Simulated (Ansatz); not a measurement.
Working through a breakdown of dispersion, smearing and cutoff terms of Mg3Zn, space group P6_3/mmc

Program: Ansatz 0.2.0, Python API.

Notebook, run cell by cell (the value of a cell's last expression is shown):

**Cell 1**
```python
import ansatz as az
```

**Cell 2**
```python
xtal = (
    az.Lattice.from_parameters(6.138668, 6.138668, 4.78749, alpha=90, beta=90, gamma=120)
    .space_group(194)
    .atom("Mg", [0.829066, 0.170934, 0.25])
    .atom("Zn", [1 / 3, 2 / 3, 0.25])
)

calculation = xtal.calculation().kpoints(5, 5, 5, center="gamma").occupations("Fermi-Dirac", width=0.15)
with_term = calculation.functional("pbesol", dispersion="d3bj").basis(380).cutoff_correction(530).run(threads=1, backend="cpu").report
without = calculation.functional("pbesol").basis(380).run(threads=1, backend="cpu").report
finer = calculation.functional("pbesol").basis(530).run(threads=1, backend="cpu").report
removed = az.free_energy_without(with_term, az.EnergyTerm.DISPERSION)
print(f"dispersion term            {with_term['components']['e_disp']:.5f} eV")
print(f"F less dispersion          {removed:.5f} eV, run without it {without['free_energy_ev']:.5f} eV")
print(f"F less smearing term       {az.free_energy_without(without, az.EnergyTerm.SMEARING):.5f} eV")
print(f"estimated gain to 530 eV   {with_term['cutoff_correction']['energy_ev']:.5f} eV, found {finer['free_energy_ev'] - without['free_energy_ev']:.5f} eV")
```
Output:
```text
DeckWarning: basis.ecutwfc = 380 eV is below the records' recommended 420 eV, and the density's cutoff is lower with it unless basis.ecutrho_ratio is high enough to keep the records' density cutoff: compare with a run at a higher cutoff
dispersion term            -2.39900 eV
F less dispersion          -18034.37430 eV, run without it -18034.37430 eV
F less smearing term       -18034.14588 eV
estimated gain to 530 eV   -0.00688 eV, found -0.00685 eV
```

Notes:
- Total energies depend on the potentials; only differences at equal settings carry meaning. A total without «per atom» is that of the whole cell that was run.
- The cutoff lies under the one recommended for these potentials in some of the runs.
- Dispersion corrections can be off by several per cent in the lattices of metals, and by several GPa in the pressure at a fixed cell.
- The mesh is modest for a metal, so energies can be off by several to tens of meV an atom and pressures by half a GPa or more; differences at equal mesh fare better.
- The smearing is wide enough that free energy and stress hold a thermal part of the electrons.
- The structure comes from a database of computed cells and needn't be a stable or known phase.
- Warnings are shown shortened and without file and line.
- Finished in 20 s on 1 thread of Arm Neoverse V1, on a shared host, peak memory 0.52 GiB.
